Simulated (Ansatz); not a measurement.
# K16Li: the cost of one run

Method: DFT LDA, plane waves, PAW, scalar-relativistic, no spin polarisation, in Ansatz 0.2.0.

### Step 1. The starting structure

The cell holds 17 atoms (K16Li): a = 8.952 Å, b = 8.952 Å, c = 8.952 Å, α = 90.00°, β = 90.00°, γ = 90.00°.

Its coordinates follow in the input file.

### Step 2. Relaxing the start

Input file input.yaml:

```yaml
accuracy: low
crystal:
  lattice:
    - [8.952, 0.0, 0.0]
    - [0.0, 8.952, 0.0]
    - [0.0, 0.0, 8.952]
  atoms:
    - { symbol: K, position: [0.0, 0.0, 0.0] }
    - { symbol: K, position: [0.5, 0.0, 0.0] }
    - { symbol: K, position: [0.0, 0.5, 0.0] }
    - { symbol: K, position: [0.0, 0.0, 0.5] }
    - { symbol: K, position: [0.25, 0.25, 0.25] }
    - { symbol: K, position: [0.5, 0.5, 0.0] }
    - { symbol: K, position: [0.5, 0.0, 0.5] }
    - { symbol: K, position: [0.75, 0.25, 0.25] }
    - { symbol: K, position: [0.0, 0.5, 0.5] }
    - { symbol: K, position: [0.25, 0.75, 0.25] }
    - { symbol: K, position: [0.25, 0.25, 0.75] }
    - { symbol: K, position: [0.5, 0.5, 0.5] }
    - { symbol: K, position: [0.75, 0.75, 0.25] }
    - { symbol: K, position: [0.75, 0.25, 0.75] }
    - { symbol: K, position: [0.25, 0.75, 0.75] }
    - { symbol: K, position: [0.75, 0.75, 0.75] }
    - { symbol: Li, position: [0.2442169, -0.0073526, 0.3679493] }
basis:
  ecutwfc: 420.0
kpoints:
  mp_grid: { grid: [1, 1, 1] }
hamiltonian:
  xc: lda
scf:
  occupations: { method: fermi_dirac, width: 0.15 }
  lower_state_search: "off"
relax:
  f_tol: 0.08
  max_steps: 25
  adjacent_minimum: "off"
```

Launch:

```console
> ansatz run input.yaml --threads 1 --pin off --max-ram 3072MiB --backend cpu --events-out ev --progress --plain --runs-dir out
```

Q: Estimate wall time and peak memory on 1 thread of Arm Neoverse V1, shared host.

About 12 s, with a peak of 0.48 GiB.
